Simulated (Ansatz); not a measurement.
# Ti6HC4OF3: the cost of one run

Program: Ansatz 0.2.0. Level of theory: DFT PBE, scalar-relativistic, plane waves, PAW, and further levels as typed in the inputs. These are calculated values, not measurements.

## 1. The structure to begin with

The structure is monoclinic, space group C2/m (No. 12). Conventional cell: a = 10.566 Å, b = 6.100 Å, c = 27.000 Å, α = 90.00°, β = 90.00°, γ = 90.00°. Ti (site symmetry m) has 6 C at 2.15 Å as nearest neighbours. C (site symmetry 1) is surrounded by 6 Ti at 2.08 to 2.15 Å. Ti (site symmetry 1) has 3 C at 2.08 Å and 1 O at 2.13 Å and 2 F at 2.14 Å as nearest neighbours. F (site symmetry m) has 3 Ti at 2.14 Å as nearest neighbours. O (site symmetry m) has 1 H at 0.97 Å as nearest neighbours. Around H (site symmetry m) lie 1 O at 0.97 Å. Ti (site symmetry 2) has 6 C at 2.15 Å as nearest neighbours. C (site symmetry m) is surrounded by 6 Ti at 2.08 to 2.15 Å. Only part of the 12 independent sites is listed.

Structure file:

```cif
data_structure
_symmetry_space_group_name_H-M 'C2/m'
_symmetry_Int_Tables_number 12
_cell_length_a 10.5655
_cell_length_b 6.1000
_cell_length_c 27.0000
_cell_angle_alpha 90.000
_cell_angle_beta 90.000
_cell_angle_gamma 90.000
_cell_volume 1740.14
loop_
_atom_site_label
_atom_site_type_symbol
_atom_site_symmetry_multiplicity
_atom_site_Wyckoff_symbol
_atom_site_fract_x
_atom_site_fract_y
_atom_site_fract_z
_atom_site_occupancy
Ti1 Ti 4 i 0.75000 0.00000 0.50000 1
C1 C 8 j 0.66667 0.25000 0.54556 1
Ti2 Ti 8 j 0.83333 0.25000 0.58630 1
F1 F 4 i 0.75000 0.00000 0.63148 1
O1 O 4 i 0.75000 0.00000 0.36926 1
H1 H 4 i 0.75000 0.00000 0.33333 1
Ti3 Ti 4 h 0.50000 0.25000 0.50000 1
C2 C 4 i 0.41667 0.50000 0.54556 1
Ti4 Ti 4 i 0.58333 0.50000 0.58630 1
F2 F 8 j 0.50000 0.25000 0.63148 1
C3 C 4 i 0.91667 0.50000 0.54556 1
Ti5 Ti 4 i 0.08333 0.50000 0.58630 1
```

## 2. Relaxing cell and atoms: Ti12H2C8O2F6 sheet, no spin

input.yaml reads:

```yaml
crystal:
  lattice:
    - [6.1, 0.0, 0.0]
    - [-3.05, 5.2827549631, 0.0]
    - [0.0, 0.0, 27.0]
  atoms:
    - { symbol: Ti, position: [0.0, 0.0, 0.5] }
    - { symbol: C, position: [0.1666666667, 0.3333333333, 0.5455555556] }
    - { symbol: C, position: [0.3333333333, 0.1666666667, 0.4544444444] }
    - { symbol: Ti, position: [0.3333333333, 0.1666666667, 0.5862962963] }
    - { symbol: Ti, position: [0.1666666667, 0.3333333333, 0.4137037037] }
    - { symbol: F, position: [0.0, 0.0, 0.6314814815] }
    - { symbol: O, position: [0.0, 0.0, 0.3692592593] }
    - { symbol: H, position: [0.0, 0.0, 0.3333333333] }
    - { symbol: Ti, position: [0.0, 0.5, 0.5] }
    - { symbol: C, position: [0.1666666667, 0.8333333333, 0.5455555556] }
    - { symbol: C, position: [0.3333333333, 0.6666666667, 0.4544444444] }
    - { symbol: Ti, position: [0.3333333333, 0.6666666667, 0.5862962963] }
    - { symbol: Ti, position: [0.1666666667, 0.8333333333, 0.4137037037] }
    - { symbol: F, position: [0.0, 0.5, 0.6314814815] }
    - { symbol: F, position: [0.0, 0.5, 0.3685185185] }
    - { symbol: Ti, position: [0.5, 0.0, 0.5] }
    - { symbol: C, position: [0.6666666667, 0.3333333333, 0.5455555556] }
    - { symbol: C, position: [0.8333333333, 0.1666666667, 0.4544444444] }
    - { symbol: Ti, position: [0.8333333333, 0.1666666667, 0.5862962963] }
    - { symbol: Ti, position: [0.6666666667, 0.3333333333, 0.4137037037] }
    - { symbol: F, position: [0.5, 0.0, 0.6314814815] }
    - { symbol: F, position: [0.5, 0.0, 0.3685185185] }
    - { symbol: Ti, position: [0.5, 0.5, 0.5] }
    - { symbol: C, position: [0.6666666667, 0.8333333333, 0.5455555556] }
    - { symbol: C, position: [0.8333333333, 0.6666666667, 0.4544444444] }
    - { symbol: Ti, position: [0.8333333333, 0.6666666667, 0.5862962963] }
    - { symbol: Ti, position: [0.6666666667, 0.8333333333, 0.4137037037] }
    - { symbol: O, position: [0.5, 0.5, 0.6307407407] }
    - { symbol: H, position: [0.5, 0.5, 0.6666666667] }
    - { symbol: F, position: [0.5, 0.5, 0.3685185185] }
  periodic: [true, true, false]
scf:
  occupations: { method: gaussian, width: 0.05 }
  n_extra_bands: 6
output:
  forces: true
  stress: true
  write_density: true
  write_potential: true
  elf: true
  volumetric_format: npy
kpoints:
  mp_grid: { grid: [5, 5, 1] }
hamiltonian:
  xc: pbe
relax:
  f_tol: 0.02
  max_steps: 100
  cell: { stress_2d_tol: 0.1 }
```

Started as:

```
$ ansatz run input.yaml --threads 8 --pin off --max-ram 24576MiB --backend cpu --events-out ev --progress --plain --runs-dir out
```

Q: Estimate wall time and peak memory on 8 threads of Intel Xeon 6975P-C (Granite Rapids), shared host.

About 57 s, with a peak of 7.8 GiB.
